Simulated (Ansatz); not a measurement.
# Ga2P: the cost of one run

Method: DFT PBE, scalar-relativistic, plane waves, PAW, in Ansatz 0.2.0.

## (1) The system as given

The structure is tetragonal, space group P4/nmm (No. 129). Conventional cell: a = 3.990 Å, b = 3.990 Å, c = 6.088 Å, α = 90.00°, β = 90.00°, γ = 90.00°. Ga (site symmetry -4m2) has 8 Ga at 2.58 to 2.82 Å and 4 P at 2.70 Å as nearest neighbours. Ga (site symmetry 4mm) has 4 Ga at 2.58 Å and 5 P at 2.62 to 2.83 Å as nearest neighbours. P (site symmetry 4mm) is surrounded by 9 Ga at 2.62 to 2.83 Å.

Coordinates:

```cif
data_structure
_symmetry_space_group_name_H-M 'P 1'
_symmetry_Int_Tables_number 1
_cell_length_a 3.9899
_cell_length_b 3.9899
_cell_length_c 6.0878
_cell_angle_alpha 90.000
_cell_angle_beta 90.000
_cell_angle_gamma 90.000
_cell_volume 96.91
loop_
_atom_site_label
_atom_site_type_symbol
_atom_site_fract_x
_atom_site_fract_y
_atom_site_fract_z
_atom_site_occupancy
Ga1 Ga 0.00000 0.00000 0.00000 1
Ga2 Ga 0.50000 0.50000 0.00000 1
Ga3 Ga 0.00000 0.50000 0.27000 1
Ga4 Ga 0.50000 0.00000 0.73000 1
P1 P 0.00000 0.50000 0.70000 1
P2 P 0.50000 0.00000 0.30000 1
```

This is candidate A: Cu2Sb type (P4/nmm, No. 129).

(A quick probe on a coarse mesh, which set the mesh and smearing, is not shown.)

## (3) A loose first relaxation (candidate A)

File input.yaml:

```yaml
crystal:
  lattice:
    - [3.9898914256, 0.0, 0.0]
    - [0.0, 3.9898914256, 0.0]
    - [0.0, 0.0, 6.0877827339]
  atoms:
    - { symbol: Ga, position: [0.0, 0.0, 0.0] }
    - { symbol: Ga, position: [0.5, 0.5, 0.0] }
    - { symbol: Ga, position: [0.0, 0.5, 0.27] }
    - { symbol: Ga, position: [0.5, 0.0, 0.73] }
    - { symbol: P, position: [0.0, 0.5, 0.7] }
    - { symbol: P, position: [0.5, 0.0, 0.3] }
basis:
  ecutwfc: 420
kpoints:
  mp_grid: { grid: [4, 4, 4] }
hamiltonian:
  xc: pbe
scf:
  occupations: { method: gaussian, width: 0.1 }
  lower_state_search: "off"
output:
  forces: true
  stress: true
  eigenvalues: true
relax:
  adjacent_minimum: "off"
  f_tol: 0.04
  max_steps: 70
  cell: { stress_tol: 0.4 }
```

Run with:

```sh
$ ansatz run input.yaml --threads 1 --pin off --max-ram 2560MiB --backend cpu --events-out ev --progress --plain --runs-dir out
```

What time and memory should one allow on 1 thread of Arm Neoverse N1, shared host?

About 3.1 min, with a peak of 0.38 GiB.
